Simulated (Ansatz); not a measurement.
Run this with Ansatz 0.2.0, Python API and show what comes out.

The script, `robust.py`:
```python
"""Retry the SCF of Sb with other mixing until it converges."""

import ansatz as az

lattice = az.Lattice.of(
    [3.16, 0.0, 0.0],
    [0.0, 3.16, 0.0],
    [0.0, 0.0, 3.16],
)
sites = [
    ("Sb", [0.0, 0.0, 0.0]),
]
crystal = az.Crystal(lattice=lattice)
for symbol, position in sites:
    crystal = crystal.atom(symbol, position)

calc = (
    crystal.calculation()
    .basis(47 * az.Ry)
    .occupations("fermi_dirac", width=0.15)
    .functional(az.Functional.PBESOL)
    .kpoints(9, center="gamma")
)

attempts = [
    dict(mixer="broyden", beta=0.9, budget=6),
    dict(mixer="broyden", beta=0.3, budget=6),
    dict(mixer="msr1", beta=0.2, budget=100),
]
for attempt in attempts:
    try:
        res = calc.mixing(attempt["mixer"], beta=attempt["beta"]).scf(max_iterations=attempt["budget"]).run(threads=1)
    except az.NonConvergedError as error:
        print(attempt, "->", str(error).split(";")[0][:110])
        continue
    print(attempt, "-> converged in", res.report["n_iterations"], "iterations, F =", round(res.report["free_energy_ev"], 5), "eV")
    break
else:
    raise SystemExit("no attempt converged")
```

Output of `python robust.py`:
```text
{'mixer': 'broyden', 'beta': 0.9, 'budget': 6} -> converged in 5 iterations, F = -6408.03188 eV
```

Notes:
- These settings explore the input space; cutoff and mesh may be short of convergence.
- For a metal this k-point mesh is coarse: on a finer one energies can move by several to tens of meV an atom and pressures by half a GPa or more, differences at one mesh by less.
- The smearing is wide enough that free energy and stress hold a thermal part of the electrons.
- This isn't the structure that Sb takes at ambient conditions.
- Finished in 1.7 s on 1 thread of Arm Neoverse V1 (shared host), peak memory 0.33 GiB.

(Lines on the test bed's own set-up are left out of the output.)
